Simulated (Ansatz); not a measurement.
**H8OSSi3: up Jacob's ladder to CCSD(T)**

Aim: compute H8OSSi3 with functionals from several rungs and with coupled cluster. The yardstick is the atomisation energy at the CCSD(T) limit.

Program: Ansatz 0.2.0, Gaussian basis. Level of theory: functionals in def2-TZVPP, the program's frozen cores in correlated methods. These are calculated values, not measurements.

The runs, in order: PBE-D4, r2SCAN-D4, PBE0-D4, B3LYP-D4, ωB97X-V, ωB97M-V, B2PLYP; CCSD(T)/def2-TZVPP; MP2/def2-QZVPP; extrapolation to the limit.

## (1) The geometry

An earlier PBE0-D4 in a triple-zeta def2 set relaxation fixed the geometry.

SMILES `O[SiH](S)[SiH2][SiH3]`, 13 atoms, charge 0, spin multiplicity 1.

Atoms are counted from 1 here; the program's logs count them from 0.

Bond lengths: O1–Si2 1.646 Å, O1–H6 0.959 Å, Si2–S3 2.149 Å, Si2–Si4 2.333 Å, Si2–H7 1.489 Å, S3–H8 1.343 Å, Si4–Si5 2.339 Å, Si4–H9 1.490 Å, Si4–H10 1.490 Å, Si5–H11 1.488 Å, Si5–H12 1.486 Å, Si5–H13 1.488 Å. Angles: Si2–O1–H6 117.6°, O1–Si2–S3 113.0°, O1–Si2–Si4 107.9°, O1–Si2–H7 111.0°, S3–Si2–Si4 107.4°, S3–Si2–H7 105.2°, Si4–Si2–H7 112.2°, Si2–S3–H8 94.6°, Si2–Si4–Si5 108.3°, Si2–Si4–H9 109.2°, Si2–Si4–H10 110.2°, Si5–Si4–H9 110.0°, Si5–Si4–H10 110.5°, H9–Si4–H10 108.7°, Si4–Si5–H11 110.8°, Si4–Si5–H12 109.9°, Si4–Si5–H13 109.7°, H11–Si5–H12 109.0° and more.

## (2) PBE-D4 (GGA)

File in.yaml:

```yaml
crystal:
  periodic: [false, false, false]
  atoms:
    - {symbol: O, position_ang: [-2.340825, -0.375864, 1.594472]}
    - {symbol: Si, position_ang: [-1.211847, 0.351257, 0.641781]}
    - {symbol: S, position_ang: [-1.948925, 0.831251, -1.318860]}
    - {symbol: Si, position_ang: [0.566904, -1.134026, 0.374852]}
    - {symbol: Si, position_ang: [2.212008, -0.083866, -0.914522]}
    - {symbol: H, position_ang: [-3.208961, 0.029557, 1.644351]}
    - {symbol: H, position_ang: [-0.777560, 1.650993, 1.225238]}
    - {symbol: H, position_ang: [-2.180516, 2.122587, -1.033546]}
    - {symbol: H, position_ang: [0.082835, -2.360017, -0.318913]}
    - {symbol: H, position_ang: [1.115113, -1.522964, 1.704069]}
    - {symbol: H, position_ang: [3.453458, -0.902965, -0.957513]}
    - {symbol: H, position_ang: [1.717211, 0.116915, -2.301222]}
    - {symbol: H, position_ang: [2.541607, 1.242338, -0.325387]}
basis:
  gaussian: {orbitals: def2-TZVPP}
hamiltonian: {xc: pbe, dispersion: d4}
output: {forces: true, orbitals: {seedname: orbitals}}
```

Launch:

```console
ansatz run in.yaml --threads 4 --pin off --events-out ev --progress --plain --max-ram 10444MiB
```

After this run come: r2SCAN-D4 (meta-GGA); PBE0-D4 (hybrid); B3LYP-D4 (hybrid); ωB97X-V (range-separated); ωB97M-V (range-separated); B2PLYP (double hybrid); CCSD(T) in def2-TZVPP; MP2 in def2-QZVPP.

Before running them: what should the planned runs give, taken together? Wanted: atomisation energy, CCSD(T)/CBS; farthest; mean size of error, hybrid; mean size of error, range-separated; gap, smallest and largest; T1 diagnostic; triples share of the correlation energy.

**Answer**, as computed:

| quantity | value |
| --- | --- |
| atomisation energy, CCSD(T)/CBS | 4071.0 kJ/mol |
| functionals within 20.4 kJ/mol (0.5 %) | r2SCAN-D4, ωB97M-V |
| farthest | B2PLYP (-88.9 kJ/mol) |
| mean size of error, hybrid | 44.0 kJ/mol |
| mean size of error, range-separated | 16.3 kJ/mol |
| gap, smallest and largest | 5.12 eV (PBE-D4), 11.51 eV (ωB97X-V) |
| T1 diagnostic | 0.0130 |
| triples share of the correlation energy | 3.8 % |

PBE-D4 is off by -27.3 kJ/mol. Double hybrids carry the basis error of their MP2 part in triple zeta, and no dispersion term here, so their miss is partly the set-up's. Misses under about 20.4 kJ/mol are within the doubt on the reference itself, which lacks core-valence correlation, relativity and higher excitations. Hartree-Fock recovers 73 % of the binding; the rest is correlation. Orbital gaps span 5.1 to 11.5 eV; exact exchange widens them.
